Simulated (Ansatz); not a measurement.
# RuC2N2: the cost of one run

Program: Ansatz 0.2.0. Level of theory: DFT PBE, scalar-relativistic, plane waves, PAW. These are calculated values, not measurements.

### Step 1. The system as given

Symmetry: P-43m, No. 215, cubic system. Conventional cell: a = 5.832 Å, b = 5.832 Å, c = 5.832 Å, α = 90.00°, β = 90.00°, γ = 90.00°. Ru (site symmetry -43m) is surrounded by 4 C at 1.90 Å. Ru (site symmetry -43m) is surrounded by 4 N at 1.98 Å. C (site symmetry 3m) has 1 N at 1.17 Å and 1 Ru at 1.90 Å in its first shell of neighbours. N (site symmetry 3m) has 1 C at 1.17 Å and 1 Ru at 1.98 Å in its first shell of neighbours.

Structure file:

```xyz
10
Lattice="5.8324 0.0000 0.0000 0.0000 5.8324 0.0000 0.0000 0.0000 5.8324" Properties=species:S:1:pos:R:3 pbc="T T T"
Ru    0.0000    0.0000    0.0000
Ru    2.9162    2.9162    2.9162
C     1.0947    1.0947    1.0947
C     1.0947    4.7377    4.7377
C     4.7377    1.0947    4.7377
C     4.7377    4.7377    1.0947
N     1.7702    1.7702    1.7702
N     1.7702    4.0622    4.0622
N     4.0622    1.7702    4.0622
N     4.0622    4.0622    1.7702
```

The cell is invented: two interpenetrating cyanide-bridged diamond nets (P-43m, No. 215). The dimensions are guesses.

### Step 2. A first look at the guess

The input, input.yaml:

```yaml
crystal:
  lattice:
    - [5.83239242, 0.0, 0.0]
    - [0.0, 5.83239242, 0.0]
    - [0.0, 0.0, 5.83239242]
  atoms:
    - { symbol: Ru, position: [0.0, 0.0, 0.0], spin: -1.0 }
    - { symbol: Ru, position: [0.5, 0.5, 0.5], spin: 1.0 }
    - { symbol: C, position: [0.18768561, 0.18768561, 0.18768561] }
    - { symbol: C, position: [0.18768561, 0.81231439, 0.81231439] }
    - { symbol: C, position: [0.81231439, 0.18768561, 0.81231439] }
    - { symbol: C, position: [0.81231439, 0.81231439, 0.18768561] }
    - { symbol: "N", position: [0.30350426, 0.30350426, 0.30350426] }
    - { symbol: "N", position: [0.30350426, 0.69649574, 0.69649574] }
    - { symbol: "N", position: [0.69649574, 0.30350426, 0.69649574] }
    - { symbol: "N", position: [0.69649574, 0.69649574, 0.30350426] }
basis:
  ecutwfc: 420
kpoints:
  mp_grid: { grid: [4, 4, 4] }
hamiltonian:
  xc: pbe
scf:
  occupations: { method: gaussian, width: 0.1 }
  lower_state_search: "off"
output:
  forces: true
  stress: true
  eigenvalues: true
  populations: true
magnetization:
  spin_polarized: true
```

Command:

```bash
$ ansatz run input.yaml --threads 1 --pin off --max-ram 2560MiB --backend cpu --events-out ev --progress --plain --runs-dir out
```

**Question.** How long does this run take on 1 thread of Intel Xeon 6975P-C (Granite Rapids), shared host, and how much memory does it need?

About 19 s, with a peak of 0.49 GiB.
